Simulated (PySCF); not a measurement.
**A diatomic session: NaSe**

The task here is to estimate one member of a computed series from the others.

Program: PySCF 2.14.0. Level of theory: Na def2-SVPD, Se def2-SVPD, no relativity. These are calculated values, not measurements.

The first run:

Settings of the job:

- atoms: Na, Se
- charge: 0
- basis: Na def2-SVPD, Se def2-SVPD
- Hamiltonian: no relativity
- basis functions: 59
- electrons treated: 45
- masses in u: 22.9898, 79.9165
- levels: PBE0, PBE, r²SCAN, revPBE, B2PLYP, r²SCAN0, HSE06, HF, MP2, SCS-MP2
- grid: 80 radial by 434 angular points
- occupations: held fixed by the projection of orbital angular momentum
- dissociation limit: Na + Se, each in its ground configuration
- starting distance in angstrom: 2.690
- values of 2S to try: 1, 3

Command:

```bash
$ OMP_NUM_THREADS=1 python dia.py task.json out
```

Among the steps run: Input; First curve: PBE0; Other states along the same grid; PBE; r²SCAN (meta-GGA); revPBE; B2PLYP (double hybrid); r²SCAN0; HSE06; UHF.

One of the session's tables, all rows but one given; the rest of the session is left out.

Energy (eV) from each level's lowest point:

| R (Å) | UHF | UHF-MP2 | UHF-SCS-MP2 | PBE | revPBE |
| --- | --- | --- | --- | --- | --- |
| 2.260 | 0.582 | 0.574 | 0.578 | 0.484 | 0.533 |
| 2.365 | 0.276 | 0.274 | 0.276 | 0.220 | 0.252 |
| 2.470 | 0.099 | 0.100 | 0.101 | 0.073 | 0.091 |
| 2.549 | 0.029 | 0.030 | 0.031 | 0.018 | 0.027 |
| 2.628 | 0.000 | 0.000 | 0.000 | 0.000 | 0.000 |
| 2.707 | ? | ? | ? | ? | ? |
| 2.812 | 0.043 | 0.037 | 0.036 | 0.055 | 0.038 |
| 2.943 | 0.136 | 0.124 | 0.122 | 0.147 | 0.120 |
| 3.101 | 0.286 | 0.266 | 0.264 | 0.289 | 0.252 |
| 3.311 | 0.519 | 0.490 | 0.487 | 0.502 | 0.455 |

Estimate the missing values for R (Å) = 2.707.

Worked estimate for «UHF». A straight line through the neighbours (2.628, 0.000) and (2.812, 0.043) gives 0.000 + (0.043 − 0.000) × (2.707 − 2.628) / (2.812 − 2.628) = 0.018; a parabola fitted to 4 rows on both sides gives 0.005.

**Answer.** UHF: 0.003; UHF-MP2: 0.000; UHF-SCS-MP2: 0.000; PBE: 0.010; revPBE: 0.002. In «UHF» the line misses by +0.015 and the parabola by +0.002.
